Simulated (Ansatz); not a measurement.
**ClGeH5Si (built from SMILES [SiH3][GeH2][Cl]): search for a transition state**

Is there a first-order saddle for this extrusion of a silylene or germylene, which should form Si1–Cl3 and break Si1–Ge2, Ge2–Cl3, and which two structures does it connect?

Computed with Ansatz 0.2.0, Gaussian basis. Level: PBE0-D4, def2-SVP first, then def2-TZVP.

114 further runs of the same task are left out: 114 set aside as unsound or not needed.

### Step 1. Where the work starts

The guess: 8 atoms, charge 0, spin multiplicity 1.

Atoms are counted from 1 here; the program's logs count them from 0.

Bond lengths: Si1–Ge2 2.502 Å, Si1–Cl3 2.404 Å, Si1–H6 1.453 Å, Si1–H7 1.477 Å, Si1–H8 1.468 Å, Ge2–Cl3 2.329 Å, Ge2–H4 1.567 Å, Ge2–H5 1.565 Å. Angles: Ge2–Si1–Cl3 56.6°, Ge2–Si1–H6 97.9°, Ge2–Si1–H7 95.2°, Ge2–Si1–H8 132.9°, Cl3–Si1–H6 94.2°, Cl3–Si1–H7 144.4°, Cl3–Si1–H8 86.0°, H6–Si1–H7 112.5°, H6–Si1–H8 113.9°, H7–Si1–H8 102.9°, Si1–Ge2–Cl3 59.6°, Si1–Ge2–H4 132.8°, Si1–Ge2–H5 121.7°, Cl3–Ge2–H4 93.6°, Cl3–Ge2–H5 92.8°, H4–Ge2–H5 95.5°, Si1–Cl3–Ge2 63.8°.

As a file:

```
Si   -0.1340    0.1181    1.1956
Ge   -0.0048    0.4680   -1.2782
Cl    0.3293   -1.6489   -0.3675
H    -0.8588   -0.0731   -2.4758
H     1.3606    0.4403   -2.0422
H    -1.5523   -0.1853    1.2809
H     0.1669    1.5211    1.5458
H     0.6931   -0.6403    2.1414
```

Distances that are to change: Si1–Cl3 2.40 Å, Si1–Ge2 2.50 Å, Ge2–Cl3 2.33 Å.

### Step 2. Constrained relaxation of the guess

hold/in.yaml reads:

```yaml
crystal:
  periodic: [false, false, false]
  atoms:
    - {symbol: Si, position_ang: [-0.134000, 0.118100, 1.195600]}
    - {symbol: Ge, position_ang: [-0.004800, 0.468000, -1.278200]}
    - {symbol: Cl, position_ang: [0.329300, -1.648900, -0.367500]}
    - {symbol: H, position_ang: [-0.858800, -0.073100, -2.475800]}
    - {symbol: H, position_ang: [1.360600, 0.440300, -2.042200]}
    - {symbol: H, position_ang: [-1.552300, -0.185300, 1.280900]}
    - {symbol: H, position_ang: [0.166900, 1.521100, 1.545800]}
    - {symbol: H, position_ang: [0.693100, -0.640300, 2.141400]}
basis:
  gaussian: {orbitals: def2-SVP}
hamiltonian: {xc: pbe0, dispersion: d4}
relax: {f_tol: 0.04, max_steps: 150, escape_saddle: false, constraints: [{distance: [0, 2]}, {distance: [0, 1]}, {distance: [1, 2]}]}
```

Started as:

```
> ansatz run in.yaml --threads 4 --pin off --events-out ev --progress --plain --max-ram 9574MiB
```

The runs that follow: A starting Hessian; Saddle search in the small basis; Saddle search in triple zeta; Vibrations at the point found; Relaxing after a step of 0.30 Å one way along the mode; Relaxing after a step of 0.30 Å the other way along the mode.

Before running it: what results should come out? Wanted: imaginary mode; barrier from the start side; barrier from the end side; energy of the step; pairs that change; zero-point energy at the saddle.

The runs gave:

| quantity | value |
| --- | --- |
| imaginary mode | 221i cm⁻¹ |
| barrier from the start side | 157.8 kJ/mol |
| barrier from the end side | 25.1 kJ/mol |
| energy of the step | +132.7 kJ/mol |
| pairs that change | Si1–Cl3 formed, Si1–Ge2 broken, Ge2–Cl3 loosened |
| zero-point energy at the saddle | 1.104 eV |

**Reading.** One imaginary mode, 221i cm⁻¹, makes this a first-order saddle. The two relaxations end on the structures that were planned. A bond meant to break is only loosened at the end: the products stay bound as an adduct. At PBE0-D4/def2-TZVP the electronic barrier is 157.8 kJ/mol, about 64 kT at 298 K, and the step runs 132.7 kJ/mol uphill. A step off the saddle overshot and began above it in energy, so the link to its end is likely but not proven. The ends are the nearest minima, not always the lowest complexes.
